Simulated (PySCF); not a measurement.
# F9Na9 (2x3x3 NaF rock-salt block): the cost of one run

Programs: PySCF 2.14.0, with routines of our own; each step states its level. All values are computed. Atoms count from 0.

## 1. The system as given

18 atoms, charge 0, multiplicity 1; geometry from: GFN2-xTB.

## 2. Electronic excitations: TDA wB97X-D/6-31G*

What the job is given:

```
{"job": {"kind": "uv", "basis": "6-31G*", "grid": 1, "kgrid": 0, "vcut": 1.5, "nstates": 5, "ntriplets": 2, "tda": true, "delta": ["ip_vertical"], "pop": false, "xc": "wB97X-D"}, "charge": 0, "multiplicity": 1}
Na    -0.913578    -1.700100    -1.700291
F     -1.689322    -2.007971    -0.001238
Na    -0.915866    -1.699781     1.698011
F     -1.685560     0.001007    -2.004931
Na    -2.513161     0.002028    -0.002462
F     -1.689980    -0.001080     2.007367
Na    -0.911127     1.701976    -1.701140
F     -1.685289     2.005014     0.000809
Na    -0.914038     1.698979     1.701946
F      1.003185    -1.795509    -1.797904
Na     1.645166    -2.014696    -0.001000
F      1.001190    -1.796042     1.794721
Na     1.645948     0.001315    -2.019163
F      2.320005     0.000471    -0.000394
Na     1.645075     0.000199     2.018185
F      1.004680     1.798117    -1.797300
Na     1.645203     2.014379    -0.000205
F      1.002212     1.795482     1.797996
```

Method: TDA wB97X-D/6-31G*, vertical, gas phase, core orbitals frozen in the response, virtual orbitals cut by energy.

Launch:

```
$ OMP_NUM_THREADS=1 python large_run.py task.json out
```

One launch serves the whole session: the jobs run in the order shown.

**Question.** How long does this first job take on 1 thread of Arm Neoverse V2, shared host, and how much memory does it need?

About 2.2 min, with a peak of 0.69 GiB.
